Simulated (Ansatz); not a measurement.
# Cs (bcc type): how the settings move a single-point run

How sensitive is a single-point run of Cs (bcc type) to its settings? A reference run comes first, then one run with altered input.

Method: reference: DFT, PBEsol, all-electron PAW with datasets made for the crystal, scalar-relativistic, in Ansatz 0.2.0.

## 1. The structure to begin with

Symmetry: Im-3m, No. 229, cubic system. The conventional cell has a = 6.045 Å, b = 6.045 Å, c = 6.045 Å, α = 90.00°, β = 90.00°, γ = 90.00°.

Coordinates:

```
CELL_PARAMETERS angstrom
-3.02250 3.02250 3.02250
3.02250 -3.02250 3.02250
3.02250 3.02250 -3.02250
ATOMIC_POSITIONS crystal
Cs 0.00000 0.00000 0.00000
```

## 2. Baseline

Input file input.yaml:

```yaml
crystal:
  lattice:
    - [-3.022497532, 3.022497532, 3.022497532]
    - [3.022497532, -3.022497532, 3.022497532]
    - [3.022497532, 3.022497532, -3.022497532]
  atoms:
    - { symbol: Cs, position: [0.0, 0.0, 0.0] }
kpoints:
  mp_grid: { grid: [9, 9, 9] }
scf:
  occupations: { method: fermi_dirac, width: 0.05 }
hamiltonian:
  xc: pbesol
  pseudopotentials: { kind: all_electron, datasets: crystal }
output:
  forces: true
  stress: true
  eigenvalues: true
```

Started as:

```sh
ansatz run input.yaml --threads 1 --pin off --max-ram 2048MiB --backend cpu --events-out ev --progress --plain --runs-dir out
```

## 3. Variant: dispersion d4, xc_grid 2

input.yaml, as its differences from that of step 2:

```diff
@@ -14,2 +14,3 @@
   pseudopotentials: { kind: all_electron, datasets: crystal }
+  dispersion: d4
 output:
@@ -18 +19,3 @@
   eigenvalues: true
+basis:
+  xc_grid: 2
```

Q: Predict the outcome of this session. Wanted: for each run, ending; energy change; pressure; gap; force.

As calculated:

| run | ending | energy change | pressure (GPa) | gap (eV) | force (eV/Å) | cycles | time |
| --- | --- | --- | --- | --- | --- | --- | --- |
| reference | converged | 0 | 0.0 | 0.00 | 0.00 | 8 | 2.9 s |
| 1: dispersion d4, xc_grid 2 | converged | -37.8 meV/atom (offset of the dispersion model) | -0.1 | 0.00 | 0.00 | 8 | 3.2 s |

Residual by cycle in the longest SCF loop of each run; runs are numbered as in the table. The quantity is the density residual dr2, in eV.

| cycle | reference | run 1 |
| --- | --- | --- |
| 1 | 0.022 | 0.022 |
| 2 | 0.0113 | 0.0113 |
| 3 | 0.00106 | 0.00106 |
| 4 | 3.8e-4 | 3.8e-4 |
| 5 | 7.8e-6 | 7.8e-6 |
| 6 | 1.8e-6 | 1.8e-6 |
| 7 | 7.3e-8 | 7.3e-8 |
| 8 | 6.3e-9 | 6.3e-9 |

The energy moves by -37.8 meV/atom, nearly all of it the dispersion term itself (-37.8 meV/atom); that offset belongs to the model and is no gain or loss of stability.
